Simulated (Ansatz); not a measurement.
# Ba4Ta2O9: the cost of one run

Method: DFT, PBE, plane-wave PAW, default files, scalar-relativistic, as far as a step names no other, in Ansatz 0.2.0.

**1. The starting structure**

The structure is hexagonal, space group P6_3/m (No. 176). Conventional cell: a = 6.189 Å, b = 6.189 Å, c = 16.128 Å, α = 90.00°, β = 90.00°, γ = 120.00°. Ba (site symmetry -6) is surrounded by 12 O at 2.98 to 3.23 Å. Ba (site symmetry 3) is surrounded by 6 O at 2.88 to 2.93 Å. Around Ba (site symmetry -3) lie 6 O at 2.58 Å. Ta (site symmetry 3) is surrounded by 6 O at 1.86 to 2.15 Å. O (site symmetry m) is surrounded by 2 Ta at 2.15 Å and 3 Ba at 2.93 to 2.98 Å. O (site symmetry 1) is surrounded by 1 Ta at 1.86 Å and 1 Ba at 2.58 Å.

Structure file:

```
CELL_PARAMETERS angstrom
6.18852 0.00000 0.00000
-3.09426 5.35942 0.00000
0.00000 0.00000 16.12770
ATOMIC_POSITIONS crystal
Ba 0.00000 0.00000 0.25000
Ba 0.00000 0.00000 0.75000
Ba 0.33333 0.66667 0.11930
Ba 0.66667 0.33333 0.61930
Ba 0.66667 0.33333 0.88070
Ba 0.33333 0.66667 0.38070
Ba 0.00000 0.00000 0.00000
Ba 0.00000 0.00000 0.50000
Ta 0.33333 0.66667 0.84260
Ta 0.66667 0.33333 0.34260
Ta 0.66667 0.33333 0.15740
Ta 0.33333 0.66667 0.65740
O 0.54330 0.04590 0.25000
O 0.49740 0.54330 0.75000
O 0.95410 0.49740 0.25000
O 0.45670 0.95410 0.75000
O 0.50260 0.45670 0.25000
O 0.04590 0.50260 0.75000
O 0.78310 0.63890 0.10452
O 0.14420 0.78310 0.60452
O 0.36110 0.14420 0.10452
O 0.21690 0.36110 0.60452
O 0.85580 0.21690 0.10452
O 0.63890 0.85580 0.60452
O 0.21690 0.36110 0.89548
O 0.85580 0.21690 0.39548
O 0.63890 0.85580 0.89548
O 0.78310 0.63890 0.39548
O 0.14420 0.78310 0.89548
O 0.36110 0.14420 0.39548
```

**2. Single point at the given positions**

Input file input.yaml:

```yaml
crystal:
  lattice:
    - [6.18852, 0.0, 0.0]
    - [-3.09426, 5.3594155318, 0.0]
    - [0.0, 0.0, 16.1277]
  atoms:
    - { symbol: Ba, position: [0.0, 0.0, 0.25] }
    - { symbol: Ba, position: [0.0, 0.0, 0.75] }
    - { symbol: Ba, position: [0.3333333333, 0.6666666667, 0.1193] }
    - { symbol: Ba, position: [0.6666666667, 0.3333333333, 0.6193] }
    - { symbol: Ba, position: [0.6666666667, 0.3333333333, 0.8807] }
    - { symbol: Ba, position: [0.3333333333, 0.6666666667, 0.3807] }
    - { symbol: Ba, position: [0.0, 0.0, 0.0] }
    - { symbol: Ba, position: [0.0, 0.0, 0.5] }
    - { symbol: Ta, position: [0.3333333333, 0.6666666667, 0.8426] }
    - { symbol: Ta, position: [0.6666666667, 0.3333333333, 0.3426] }
    - { symbol: Ta, position: [0.6666666667, 0.3333333333, 0.1574] }
    - { symbol: Ta, position: [0.3333333333, 0.6666666667, 0.6574] }
    - { symbol: O, position: [0.5433, 0.0459, 0.25] }
    - { symbol: O, position: [0.4974, 0.5433, 0.75] }
    - { symbol: O, position: [0.9541, 0.4974, 0.25] }
    - { symbol: O, position: [0.4567, 0.9541, 0.75] }
    - { symbol: O, position: [0.5026, 0.4567, 0.25] }
    - { symbol: O, position: [0.0459, 0.5026, 0.75] }
    - { symbol: O, position: [0.7831, 0.6389, 0.10452] }
    - { symbol: O, position: [0.1442, 0.7831, 0.60452] }
    - { symbol: O, position: [0.3611, 0.1442, 0.10452] }
    - { symbol: O, position: [0.2169, 0.3611, 0.60452] }
    - { symbol: O, position: [0.8558, 0.2169, 0.10452] }
    - { symbol: O, position: [0.6389, 0.8558, 0.60452] }
    - { symbol: O, position: [0.2169, 0.3611, 0.89548] }
    - { symbol: O, position: [0.8558, 0.2169, 0.39548] }
    - { symbol: O, position: [0.6389, 0.8558, 0.89548] }
    - { symbol: O, position: [0.7831, 0.6389, 0.39548] }
    - { symbol: O, position: [0.1442, 0.7831, 0.89548] }
    - { symbol: O, position: [0.3611, 0.1442, 0.39548] }
kpoints:
  mp_grid: { grid: [4, 4, 2] }
scf:
  occupations: { method: fermi_dirac, width: 0.02 }
hamiltonian:
  xc: pbe
  pseudopotentials: { kind: paw }
output:
  forces: true
  stress: true
  populations: true
  efg:
    quadrupole_moments_barn: { Ba: 0.236, Ta: 3.17, O: -0.02558 }
    contact_densities: true
```

On the command line:

```sh
ansatz run input.yaml --threads 1 --pin off --max-ram 3072MiB --backend cpu --events-out ev --progress --plain --runs-dir out
```

Q: Estimate wall time and peak memory on 1 thread of Intel Xeon Platinum 8259CL at 2.50GHz (Skylake/Cascade Lake), shared host.

About 60 s, with a peak of 1.3 GiB.
